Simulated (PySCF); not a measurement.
# H2O2Yb (Yb(OH)2+): the cost of one run

Method: r2SCAN, Yb lcecp-1-SVP with ECP59, O def2-SVP, H def2-SVP; scalar-relativistic core potentials, no spin–orbit coupling; program: PySCF 2.14.0.

6 further runs of the same task are left out: 2 for a known fault of the program, 2 that didn't finish, 2 set aside as unsound or not needed.

## Step 1: Starting geometry

5 atoms, charge 1, spin multiplicity 1.

Bond lengths: Yb1–O2 2.110 Å, Yb1–O4 2.110 Å, O2–H3 0.966 Å, O4–H5 0.966 Å. Angles: O2–Yb1–O4 180.0°, Yb1–O2–H3 158.7°, Yb1–O4–H5 158.7°.

As a file:

```xyz
5
charge 1, multiplicity 1
Yb    0.0000    0.0000    0.0000
O     0.0000    0.0000    2.1098
H     0.0000    0.3500    3.0098
O     0.0000    0.0000   -2.1098
H     0.0000   -0.3500   -3.0098
```

Formal oxidation states: Yb +3. Each metal's 13 4f electrons lie in its core potential, so multiplicities, spins and levels count the valence alone.

## Step 2: SCF at the start, singlet

The input, run.py (the lines that set the calculation):

```python
mol = gto.M(atom='''
Yb     0.00000     0.00000     0.00000
O      0.00000     0.00000     2.10980
H      0.00000     0.35000     3.00980
O      0.00000     0.00000    -2.10980
H      0.00000    -0.35000    -3.00980''',
    basis={'Yb': 'lcecp-1-SVP', 'O': 'def2-SVP', 'H': 'def2-SVP'},
    ecp={'Yb': 'lcecp-1-SVP'},
    charge=1, spin=0)
mf = dft.RKS(mol, xc='R2SCAN')
mf.grids.atom_grid = (50, 194)  # f atoms: unpruned, at least (60, 302)
mf = mf.density_fit()  # fitting sets: Yb AutoAux, O def2-universal-JKFIT, H def2-universal-JKFIT
mf.conv_tol = 1e-08; mf.max_cycle = 55
mf.kernel(dm0)  # dm0: free metal ions and neutral atoms
```

The run is started by

```sh
$ OMP_NUM_THREADS=2 python run.py
```

Q: Estimate wall time and peak memory on 2 threads of AMD EPYC 9R45 (Zen 5), shared host.

About 2.2 s, with a peak of 0.42 GiB.
